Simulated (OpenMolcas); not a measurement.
**Co²⁺ among point charges: CASSCF and CASPT2 levels and susceptibility**

How does a field of 4 point charges split the states of Co²⁺, and what χT follows?

Method: state-averaged CASSCF and CASPT2, spin-orbit coupling by RASSI with atomic mean-field integrals. Code: OpenMolcas 26.06.

## Step 1: The system

```
Species                           : Co²⁺ (cobalt, Z = 27, 25 electrons)
Basis                             : ANO-RCC-VDZP [5s4p2d1f], 34 functions
Scalar Hamiltonian                : DKH2, point nucleus
Inactive shells                   : 1s 2s 2p 3s 3p
Active space                      : 7 electrons in 5 orbitals (3d)
Some configurations of this space : 3d7
Orbitals                          : optimised for each spin and parity, averaged over all roots
```

The outer shells:

3d7
```
3d [↑↓][↑↓][↑ ][↑ ][↑ ]
```

The ion sits among 4 point charges of -2.5 e arranged as a tetrahedron (Td), 1.65 Å from the ion.

Each step is its own input file, run in one work folder so that later steps find the files of earlier ones. Labels, J, g values, rates, χT and fits are worked out afterwards by a script from the matrices that RASSI stores.

## Step 2: Basis and integrals

a.inp

```
&GATEWAY
Coord
1

Co 0.0 0.0 0.0
Basis=ANO-RCC-VDZP
Group=NoSym
NoMove
AngMom=0.0 0.0 0.0
AMFI
XField
4 Angstrom 0
0.952628 0.952628 0.952628 -2.500000
0.952628 -0.952628 -0.952628 -2.500000
-0.952628 0.952628 -0.952628 -2.500000
-0.952628 -0.952628 0.952628 -2.500000
&SEWARD
```

Command:

```bash
> OMP_NUM_THREADS=1 MOLCAS_MEM=1689 MOLCAS_PROJECT=a pymolcas a.inp > a.log
```

## Step 3: CASSCF: quartets, 10 roots

a.inp

```
&RASSCF
FileOrb=start.orb
Symmetry=1
Spin=4
nActEl=7 0 0
Inactive=9
Ras2=5
CIRoot=10 10 1
SDav=10
CIMx=300
Iter=120 100
PrWF=0.3
OrbListing=Nothing
MaxOrb=0
>>> COPY $Project.JobIph JOB001
```

start.orb holds the contracted functions of the basis, ordered by shell, or the orbitals of the step before.

## Step 4: CASSCF: doublets, 40 roots

a.inp

```
&RASSCF
FileOrb=start.orb
Symmetry=1
Spin=2
nActEl=7 0 0
Inactive=9
Ras2=5
CIRoot=40 40 1
SDav=40
CIMx=300
Iter=120 100
PrWF=0.3
OrbListing=Nothing
MaxOrb=0
>>> COPY $Project.JobIph JOB002
```

## Step 5: State interaction with spin-orbit coupling

a.inp

```
&RASSI
NrOfJobIphs=2 10 40
1 2 3 4 5 6 7 8 9 10
1 2 3 4 5 6 7 8 9 10 11 12 13 14 15 16 17 18 19 20 21 22 23 24 25 26 27
28 29 30 31 32 33 34 35 36 37 38 39 40
IphNames
JOB001
JOB002
EJob
SpinOrbit
DIPRint=1.0
SOCoupling=1000.0
Subsets=2
Property=9
'ANGMOM' 1 'ANGMOM' 2 'ANGMOM' 3 'MLTPL  1' 1 'MLTPL  1' 2 'MLTPL  1' 3
'AMFI' 1 'AMFI' 2 'AMFI' 3
SOProperty=3
'ANGMOM' 1 'ANGMOM' 2 'ANGMOM' 3
```

## Step 6: CASPT2: IPEA 0.25, imaginary shift 0.1 (closed shells correlated: 3s 3p)

a.inp

```
>>> COPY JOB001 $Project.JobIph
&CASPT2
Multistate=10 1 2 3 4 5 6 7 8 9 10
NoMult
Frozen=5
IPEA=0.25
Imaginary=0.1
MaxIter=60
WThr=0.0 0.3 0.05
PrWF=0.5
NoMix
>>> COPY JOB002 $Project.JobIph
&CASPT2
Multistate=40 1 2 3 4 5 6 7 8 9 10 11 12 13 14 15 16 17 18 19 20 21 22
23 24 25 26 27 28 29 30 31 32 33 34 35 36 37 38 39 40
NoMult
Frozen=5
IPEA=0.25
Imaginary=0.1
MaxIter=60
WThr=0.0 0.3 0.05
PrWF=0.5
NoMix
```

(Steps that only read results are left out.)

Before running it: what results should come out? Wanted: spin-free ground state; first state of the same spin within the active space; lowest level; next level.

The runs gave:

```
                                            quantity                                                                        value
                                              method  SS-CASPT2, IPEA 0.25, imaginary shift 0.1 (closed shells correlated: 3s 3p)
                              spin-free ground state                                              4T2, 3-fold in its orbital part
first state of the same spin within the active space                                                              4T1 at 123 cm⁻¹
                                        lowest level                                                                       4-fold
                                          next level                                                                    44.1 cm⁻¹
                                         χT at 300 K                                                               5.10 cm³ K/mol
                           effective moment at 300 K                                                                      6.38 μB
```

Cost by method:

```csv
method,time of its own steps,time with the reference
A. CASSCF,12 s,12 s
"B. SS-CASPT2, IPEA 0.25, imaginary shift 0.1, +3s 3p",4.1 s,16 s
```

Times are of one thread on a shared host.

What this shows: The spin-free ground state (4T2) comes to 100 % from free-ion F terms and keeps the highest spin of the shell. χT at 300 K is 5.10, against 1.88 cm³ K/mol for the spin alone, so orbital moment adds to it. A ligand-field fit to the states below 45000 cm-1 gives 10Dq = -632 cm-1, B = 950 cm-1 and C = 3693 cm-1 (C/B = 3.89), with a deviation of 494 cm-1. CASPT2 does not keep the components of a term degenerate, and the means are used. The field of point charges can differ much from that of real complexes. Point charges carry no covalency, so the field is a model and not that of real ligands.
